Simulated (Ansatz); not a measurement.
**GeH₅ (doublet): from Hartree-Fock to the top rungs at distance H1–H2 along a hydrogen transfer = 1.005 Å, cc-pVTZ**

The task here is to estimate one member of a computed series from the others.

Program: Ansatz 0.2.0, Gaussian basis. Level of theory: cc-pVTZ, core rule «outside noble gas», up to 14 orbitals frozen. These are calculated values, not measurements.

To be run: UHF; CCSD(T) on ROHF; CCSD(T) on UHF; BCCD(T) on ROHF; CISD; CCSDT(Q) on ROHF; CCSDT(Q) on UHF; CASSCF and NEVPT2, 3 electrons in 3 orbitals; CASSCF and NEVPT2, 9 electrons in 9 orbitals.

## The system

The geometry derives from fragments relaxed apart (PBE0/def2-TZVP) and kept rigid, so it is no stationary point. A hydrogen atom is moved between rigid fragments. No spin-orbit coupling is included. The filled d shell of Ge may be among the frozen orbitals whatever the setting's name suggests; the logs give the count.

6 atoms, charge 0, spin multiplicity 2.

Atoms are counted from 1 here; the program's logs count them from 0.

Bond lengths: H2–Ge3 1.634 Å, Ge3–H4 1.539 Å, Ge3–H5 1.539 Å, Ge3–H6 1.539 Å. Angles: H2–Ge3–H4 107.7°, H2–Ge3–H5 107.7°, H2–Ge3–H6 107.7°, H4–Ge3–H5 111.2°, H4–Ge3–H6 111.2°, H5–Ge3–H6 111.2°.

Set-up of the first run:

The input, in.yaml:

```yaml
crystal:
  periodic: [false, false, false]
  atoms:
    - {symbol: H, position_ang: [-2.601799, 0.000000, -0.000001]}
    - {symbol: H, position_ang: [-1.596799, 0.000000, 0.000000]}
    - {symbol: Ge, position_ang: [0.037201, 0.000000, 0.000000]}
    - {symbol: H, position_ang: [0.505869, -1.465915, 0.000000]}
    - {symbol: H, position_ang: [0.505870, 0.732957, -1.269519]}
    - {symbol: H, position_ang: [0.505869, 0.732957, 1.269520]}
basis:
  gaussian: {orbitals: cc-pVTZ}
magnetization: {spin_polarized: true, initial_magnetization: 1}
hamiltonian: {xc: hf}
output: {orbitals: {seedname: orbitals}}
```

Launch:

```console
ansatz run in.yaml --threads 1 --pin off --events-out ev --progress --plain --max-ram 7936MiB --backend cpu
```

Steps of the session up to this table: UHF; CCSD(T) on ROHF; CCSD(T) on UHF; BCCD(T) on ROHF; CISD; CCSDT(Q) on ROHF; CCSDT(Q) on UHF; CASSCF and NEVPT2, 3 electrons in 3 orbitals; CASSCF and NEVPT2, 9 electrons in 9 orbitals.

One table of the session follows, with a row left open; its other results are not shown here.

| method | from UCCSDT(Q) (meV) |
| --- | --- |
| ROHF | +5320.6 |
| UHF | +5128.8 |
| RMP2 | ? |
| UMP2 | +1039.7 |
| CISD | +466.0 |
| RCCSD | +152.9 |
| UCCSD | +147.4 |
| RCCSD(T) | +28.0 |
| UCCSD(T) | +26.8 |
| BCCD(T) | +27.7 |
| RCCSDT | +5.6 |
| UCCSDT | +3.4 |
| RCCSDT(Q) | +2.2 |
| UCCSDT(Q) | 0 |
| CASSCF pair | +4746.8 |
| NEVPT2 pair | +1011.5 |
| CASSCF valence | +3496.9 |
| NEVPT2 valence | +961.6 |

Estimate the missing values for RMP2.

The run gave: from UCCSDT(Q) (meV): +1027.6. In the column «from UCCSDT(Q) (meV)» it lies between NEVPT2 pair (+1011.5) and UMP2 (+1039.7).

To keep in mind: Restricted and unrestricted rows rest on different reference determinants; where their highest levels disagree by more than a few hundredths of an eV, they describe different states and don't form one ladder.
